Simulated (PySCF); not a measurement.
# C5H10SSi: electronic excitations

Wanted: the electronic excitations of C5H10SSi (`C#C[SiH2]SC(C)C`), by calculation.

The runs use PySCF 2.14.0, with density-fitted response routines of our own; the level of theory stands in each step. All values are computed, except where a source is named. Atoms count from 0, in the outputs and in this text.

## Step 1: The molecule as given

17 atoms, charge 0, multiplicity 1; geometry from: GFN2-xTB.

Bonds of the start (Å): C0–C1 1.20, C1–Si2 1.85, Si2–S3 2.15, S3–C4 1.85, C4–C5 1.52, C4–C6 1.52, C0–H7 1.05, Si2–H8 1.45, Si2–H9 1.46, C4–H10 1.09, C5–H11 1.09, C5–H12 1.09, C5–H13 1.09, C6–H14 1.09, C6–H15 1.09, C6–H16 1.09.

## Step 2: Excited states and response: PBE0/def2-SVPD

What the job is given:

```
{"job": {"kind": "uv", "xc": "PBE0", "basis": "def2-SVPD", "nstates": 8, "ntriplets": 3}, "charge": 0, "multiplicity": 1}
C      3.077065     1.176184     0.721558
C      2.626899     0.162178     0.256922
Si     1.845789    -1.335307    -0.494686
S      0.002300    -0.704489    -1.398690
C     -0.809963     0.187120     0.001669
C     -1.598669    -0.795394     0.849927
C     -1.696555     1.274070    -0.581413
H      3.487433     2.054869     1.130354
H      2.631028    -1.858057    -1.598909
H      1.575144    -2.299966     0.571291
H     -0.005006     0.638991     0.587281
H     -2.361024    -1.281877     0.244910
H     -2.085996    -0.271859     1.671009
H     -0.947154    -1.560746     1.266065
H     -1.107533     1.959374    -1.186032
H     -2.175592     1.834365     0.219546
H     -2.465165     0.832574    -1.211852
```

Method: TDDFT PBE0/def2-SVPD, vertical, gas phase, core orbitals frozen in the response.

Started as:

```bash
$ OMP_NUM_THREADS=1 python probes_run.py task.json out
```

This one command runs all jobs of the session in turn.

What will the session give for the following? lowest singlet (PBE0/def2-SVPD); brightest single state of those computed; lowest triplet. Wanted: lowest singlet; brightest single state of those computed; lowest triplet.

As calculated:

```
                                quantity                        value
         lowest singlet (PBE0/def2-SVPD)  5.05 eV (245 nm), f = 0.012
brightest single state of those computed  state 8, 6.74 eV, f = 0.018
                          lowest triplet                      4.73 eV
```

In words: The first singlet state (HOMO→LUMO 0.96) lies at 5.05 eV and is weak; of the 8 states computed, the strongest absorption comes from states 6 to 7 together at 6.44 eV (the last state computed is bright too, and its partners may lie past the list). The lowest triplet lies 0.33 eV below the lowest singlet (triplets in Tamm-Dancoff, singlets in full TDDFT).
